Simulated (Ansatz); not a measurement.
# EuN: the cost of one run

Method: DFT LDA+U (U = 8 eV, J = 0.7 eV on Eu f), plane waves, PAW, no spin–orbit coupling unless a run says so, in Ansatz 0.2.0.

1 further run of the same task is left out (it didn't finish).

## (1) Starting point

Symmetry: Fm-3m, No. 225, cubic system. The conventional cell has a = 5.014 Å, b = 5.014 Å, c = 5.014 Å, α = 90.00°, β = 90.00°, γ = 90.00°. Eu (site symmetry m-3m) is surrounded by 6 N at 2.51 Å. Around N (site symmetry m-3m) lie 6 Eu at 2.51 Å.

Coordinates:

```cif
data_structure
_symmetry_space_group_name_H-M 'P 1'
_symmetry_Int_Tables_number 1
_cell_length_a 3.5454
_cell_length_b 3.5454
_cell_length_c 3.5454
_cell_angle_alpha 60.000
_cell_angle_beta 60.000
_cell_angle_gamma 60.000
_cell_volume 31.51
loop_
_atom_site_label
_atom_site_type_symbol
_atom_site_fract_x
_atom_site_fract_y
_atom_site_fract_z
_atom_site_occupancy
Eu1 Eu 0.50000 0.50000 0.50000 1
N1 N 0.00000 0.00000 0.00000 1
```

## (2) Ferromagnetic start, free, symmetry kept, no search

File input.yaml:

```yaml
crystal:
  lattice:
    - [0.0, 2.50699905, 2.50699905]
    - [2.50699905, 0.0, 2.50699905]
    - [2.50699905, 2.50699905, 0.0]
  atoms:
    - { symbol: Eu, position: [0.5, 0.5, 0.5], spin: 6.0 }
    - { symbol: "N", position: [0.0, 0.0, 0.0] }
basis:
  ecutwfc: 420
  ecutrho_ratio: 4
kpoints:
  mp_grid: { grid: [7, 7, 7] }
hamiltonian:
  xc: lda
  hubbard: { sites: [{ site: 0, l: f, u: 8.0, j: 0.7 }] }
scf:
  occupations: { method: gaussian, width: 0.05 }
  lower_state_search: "off"
  max_iter: 150
output:
  forces: true
  stress: true
  eigenvalues: true
  populations: true
  hubbard: { sites: [{ site: 0, l: f }] }
magnetization:
  spin_polarized: true
```

Command:

```
$ ansatz run input.yaml --threads 2 --pin off --max-ram 3072MiB --backend cpu --events-out ev --progress --plain --runs-dir out
```

Q: Estimate wall time and peak memory on 2 threads of Arm Neoverse V1, shared host.

About 2.3 s, with a peak of 0.3 GiB.
